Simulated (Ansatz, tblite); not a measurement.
**C14H6F6O3: a ladder of methods and basis sets**

An exercise on one series of results from a longer session: the logs are not shown, and one member is left open.

Method: as each input shows; program: Ansatz 0.2.0, Gaussian basis.

Plan: GFN1-xTB, GFN2-xTB, PBE-D4/def2-TZVP, r2SCAN-D4/def2-TZVP, PBE-D4/def2-SVP, PBE0-D4/def2-SVP.

1 further run of the same task is left out (set aside as unsound or not needed).

## The geometry

The singlet was relaxed beforehand with r2SCAN-D4/def2-SVP.

SMILES `FC(F)(F)c1ccc(-c2ccc(-c3ccc(C(F)(F)F)o3)o2)o1`, 29 atoms, charge 0, spin multiplicity 1.

Bond lengths: F1–C2 1.344 Å, C2–F3 1.341 Å, C2–F4 1.344 Å, C2–C5 1.486 Å, C5–C6 1.370 Å, C5–O23 1.355 Å, C6–C7 1.423 Å, C6–H24 1.088 Å, C7–C8 1.383 Å, C7–H25 1.088 Å, C8–C9 1.433 Å, C8–O23 1.360 Å, C9–C10 1.383 Å, C9–O22 1.361 Å, C10–C11 1.418 Å, C10–H26 1.088 Å, C11–C12 1.382 Å, C11–H27 1.088 Å and more. Angles: F1–C2–F3 108.1°, F1–C2–F4 106.8°, F1–C2–C5 112.1°, F3–C2–F4 108.1°, F3–C2–C5 109.5°, F4–C2–C5 112.1°, C2–C5–C6 132.5°, C2–C5–O23 116.6°, C6–C5–O23 111.0°, C5–C6–C7 105.8°, C5–C6–H24 126.2°, C7–C6–H24 127.9°, C6–C7–C8 106.2°, C6–C7–H25 127.4°, C8–C7–H25 126.3°, C7–C8–C9 132.5°, C7–C8–O23 109.9°, C9–C8–O23 117.5° and more.

PBE0-D4/def2-TZVP was run before; its log isn't repeated, and its numbers join the tables.

The first run:

Tight binding, by tblite at 300 K electronic temperature and without a spin-polarisation term:

```python
tblite.interface.Calculator('GFN1-xTB', numbers, positions, charge=0, uhf=0).singlepoint()
```

Tight binding, by tblite at 300 K electronic temperature and without a spin-polarisation term:

```python
tblite.interface.Calculator('GFN2-xTB', numbers, positions, charge=0, uhf=0).singlepoint()
```

start.molden holds the orbitals of an earlier run on this state, given as this run's starting guess.

The input, in.yaml:

```yaml
crystal:
  periodic: [false, false, false]
  atoms:
    - {symbol: F, position_ang: [4.490445, 2.410980, 1.078884]}
    - {symbol: C, position_ang: [4.839105, 1.655285, 0.023586]}
    - {symbol: F, position_ang: [6.170607, 1.497192, 0.045171]}
    - {symbol: F, position_ang: [4.518776, 2.356044, -1.077556]}
    - {symbol: C, position_ang: [4.180480, 0.323222, 0.048992]}
    - {symbol: C, position_ang: [4.676435, -0.953440, 0.088691]}
    - {symbol: C, position_ang: [3.541369, -1.810847, 0.094986]}
    - {symbol: C, position_ang: [2.432614, -0.985010, 0.058565]}
    - {symbol: C, position_ang: [1.024974, -1.253108, 0.045864]}
    - {symbol: C, position_ang: [0.297120, -2.428806, 0.066106]}
    - {symbol: C, position_ang: [-1.070123, -2.054663, 0.037992]}
    - {symbol: C, position_ang: [-1.089733, -0.673455, 0.002529]}
    - {symbol: C, position_ang: [-2.148153, 0.287558, -0.036771]}
    - {symbol: C, position_ang: [-2.167429, 1.667853, -0.073400]}
    - {symbol: C, position_ang: [-3.540970, 2.042193, -0.101709]}
    - {symbol: C, position_ang: [-4.250756, 0.870721, -0.080626]}
    - {symbol: C, position_ang: [-5.707284, 0.576388, -0.091718]}
    - {symbol: F, position_ang: [-6.063517, -0.166740, -1.153877]}
    - {symbol: F, position_ang: [-6.092699, -0.103582, 1.002145]}
    - {symbol: F, position_ang: [-6.398102, 1.724420, -0.134531]}
    - {symbol: O, position_ang: [-3.418628, -0.200224, -0.041561]}
    - {symbol: O, position_ang: [0.180211, -0.186540, 0.007104]}
    - {symbol: O, position_ang: [2.825197, 0.316810, 0.030748]}
    - {symbol: H, position_ang: [5.727227, -1.234885, 0.110589]}
    - {symbol: H, position_ang: [3.534698, -2.898618, 0.122420]}
    - {symbol: H, position_ang: [0.705336, -3.437288, 0.097538]}
    - {symbol: H, position_ang: [-1.942351, -2.704939, 0.042705]}
    - {symbol: H, position_ang: [-1.294946, 2.317574, -0.079172]}
    - {symbol: H, position_ang: [-3.959912, 3.045915, -0.133706]}
basis:
  gaussian: {orbitals: def2-TZVP, fitting: {mean_field: def2-universal-jkfit}, initial_orbitals: start.molden}
hamiltonian: {xc: pbe, dispersion: d4}
scf: {omitted_lower_state_checks: [starts]}
output: {forces: true, orbitals: {seedname: orbitals}}
```

Launch:

```console
ansatz run in.yaml --threads 2 --pin off --events-out ev --progress --plain --max-ram 20480MiB --backend cuda --devices 0, --max-vram 18GiB
```

Among the steps run: PBE-D4/def2-TZVP; r2SCAN-D4/def2-TZVP; PBE-D4/def2-SVP; PBE0-D4/def2-SVP.

One of the session's tables, all rows but one given; the rest of the session is left out.

It belongs to the step «Binding energy». 

```
              level  binding an atom (eV)
    PBE-D4/def2-SVP                     ?
   PBE-D4/def2-TZVP                 5.418
r2SCAN-D4/def2-TZVP                 5.193
   PBE0-D4/def2-SVP                 5.344
  PBE0-D4/def2-TZVP                 5.228
```

Q: Estimate the row for PBE-D4/def2-SVP from the others.

The run gave: binding an atom (eV): 5.550. In the column «binding an atom (eV)» it is the highest.

Caveats from the session: Free atoms were run apart at each level; binding is atoms less cluster, divided by the number of atoms, without zero-point or spin-orbit terms.
